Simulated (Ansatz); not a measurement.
# SiHF3 (SMILES F[SiH](F)F) at PBE-QIDH/def2-SVPD

What is the vertical ionisation energy of SiHF3 at PBE-QIDH/def2-SVPD? 

The results are computed with Ansatz 0.2.0.

55 further runs of the same task are left out: 55 set aside as unsound or not needed.

## (1) The system as given

SiHF3 has 5 atoms, charge 0, and is taken as a singlet. As SMILES, `F[SiH](F)F`. The coordinates come from a PBE0-D4/def2-TZVP relaxation.

Bond lengths: F1–Si2 1.573 Å, Si2–F3 1.573 Å, Si2–F4 1.573 Å, Si2–H5 1.461 Å. Angles: F1–Si2–F3 108.3°, F1–Si2–F4 108.3°, F3–Si2–F4 108.3°, F1–Si2–H5 110.7°, F3–Si2–H5 110.7°, F4–Si2–H5 110.7°.

## (2) A single-point energy at PBE-QIDH/def2-SVPD

Contents of molecule.yaml:

```yaml
crystal:
  periodic: [false, false, false]
  atoms:
    - {symbol: F, position_ang: [-0.447100, -0.082200, 1.491300]}
    - {symbol: Si, position_ang: [0.040700, 0.001700, -0.001800]}
    - {symbol: F, position_ang: [-0.597100, 1.281400, -0.657200]}
    - {symbol: F, position_ang: [-0.495900, -1.263300, -0.767200]}
    - {symbol: H, position_ang: [1.499400, 0.062400, -0.065100]}
basis:
  gaussian: {orbitals: def2-SVPD}
accuracy: high
output: {orbitals: {seedname: orbitals}}
hamiltonian: {xc: {name: PBE-QIDH}}
correlation: {frozen_orbitals: {F: 1, H: 0, Si: 5}}
```

Launch:

```bash
ansatz run molecule.yaml --threads 1 --pin off --max-ram 3480MiB --events-out events.jsonl --progress --plain --runs-dir runs
```

Log:

```text
Warning: RAYON_NUM_THREADS=1 ignored (pool sized by the plan → 1); use --threads N
Functional definition: PBE-QIDH
  name "PBE-QIDH"
  parameter a = 3^(-1/3)
  parameter c = 1/3
  exchange = (1 - a)*pbe_x + a*exact_x
  correlation = (1 - c)*pbe_c + c*(mp2_os + mp2_ss)
1966 factors; integrals over basis functions are off by at most 3.3e-9 eV
mean field evaluation 1: about -16015.3812 eV, gradient 4.2e1 eV
mean field evaluation 2: about -16015.3889 eV, gradient 4.2e1 eV
mean field evaluation 4: about -16018.1491 eV, gradient 1.4e0 eV
mean field evaluation 8: about -16018.1541 eV, gradient 4.7e-3 eV
mean field evaluation 16: about -16018.1541 eV, gradient 2.5e-7 eV
mean field -16018.15409379 eV, -588.6563054521 hartree, gradient 5.5e-8 eV, S^2 0.000000; 0 other end points of the search recorded, 0 dependent functions left out
8 core orbitals not correlated: weight in the atoms' cores, before any rotation towards them, 1.000 or more for the frozen orbitals, at most 0.000 for the correlated occupied ones
reference -16018.15409501 eV, -588.6563054968 hartree; 13, 13 occupied and 80, 80 virtual orbitals, 1966 factors
second order -20.67774879 eV of doubles, -0.00000000 eV of singles
Total energy: -16025.04667794 eV, -588.9096032475 hartree
```

It took 7.5 s on 1 thread of Arm Neoverse V2, shared host; peak memory 0.32 GiB.

## (3) The doublet cation at the same level

Contents of in.yaml:

```yaml
crystal:
  periodic: [false, false, false]
  atoms:
    - {symbol: F, position_ang: [-0.447100, -0.082200, 1.491300]}
    - {symbol: Si, position_ang: [0.040700, 0.001700, -0.001800]}
    - {symbol: F, position_ang: [-0.597100, 1.281400, -0.657200]}
    - {symbol: F, position_ang: [-0.495900, -1.263300, -0.767200]}
    - {symbol: H, position_ang: [1.499400, 0.062400, -0.065100]}
basis:
  gaussian:
    orbitals: def2-SVPD
total_charge: 1
magnetization:
  spin_polarized: true
  initial_magnetization: 1
hamiltonian:
  xc: {name: PBE-QIDH}
correlation:
  frozen_orbitals: {F: 1, H: 0, Si: 5}
accuracy: high
output: {orbitals: {seedname: orbitals}}
```

Launch:

```bash
ansatz run in.yaml --threads 1 --pin off --max-ram 3480MiB --events-out events.jsonl --progress --plain --runs-dir runs
```

Log (excerpt; [...] marks lines left out):

```text
Warning: RAYON_NUM_THREADS=1 ignored (pool sized by the plan → 1); use --threads N
[... 2 set-up lines as earlier in the session ...]
[...]
1965 factors; integrals over basis functions are off by at most 3.3e-9 eV
[...]
mean field -16003.52120477 eV, -588.1185566990 hartree, gradient 3.4e-8 eV, S^2 0.761552; 2 other end points of the search recorded, 0 dependent functions left out
8 core orbitals not correlated: weight in the atoms' cores, before any rotation towards them, 1.000 or more for the frozen orbitals, at most 0.000 for the correlated occupied ones
reference -16003.52120615 eV, -588.1185567499 hartree; 13, 12 occupied and 80, 81 virtual orbitals, 1965 factors
second order -20.84860304 eV of doubles, -0.00000000 eV of singles
Total energy: -16010.47074050 eV, -588.3739474266 hartree
```

Wall time 19 s (1 thread of Arm Neoverse V2, shared host); peak memory 0.57 GiB.

## (4) What came out

At PBE-QIDH/def2-SVPD, 8 core orbitals frozen:

| quantity | value |
| --- | --- |
| singlet SiHF3: total energy | -588.90960 Eh |
| singlet SiHF3: HOMO energy (SCF part's orbitals) | -13.99 eV |
| singlet SiHF3: LUMO energy (SCF part's orbitals) | 1.73 eV |
| singlet SiHF3: HOMO–LUMO gap (SCF part's orbitals) | 15.72 eV |
| doublet cation: total energy | -588.37395 Eh |
| doublet cation: HOMO energy (SCF part's orbitals) (highest over α and β) | -23.05 eV |
| doublet cation: LUMO energy (SCF part's orbitals) (lowest over α and β) | -15.19 eV |
| doublet cation: ⟨S²⟩ | 0.762 |
| vertical ionisation energy (to the doublet cation) | 14.576 eV |

**Reading.** The vertical ionisation energy comes to 14.58 eV (336 kcal/mol). −ε(HOMO) before ionisation, 13.99 eV, is 0.59 eV below this ionisation energy.
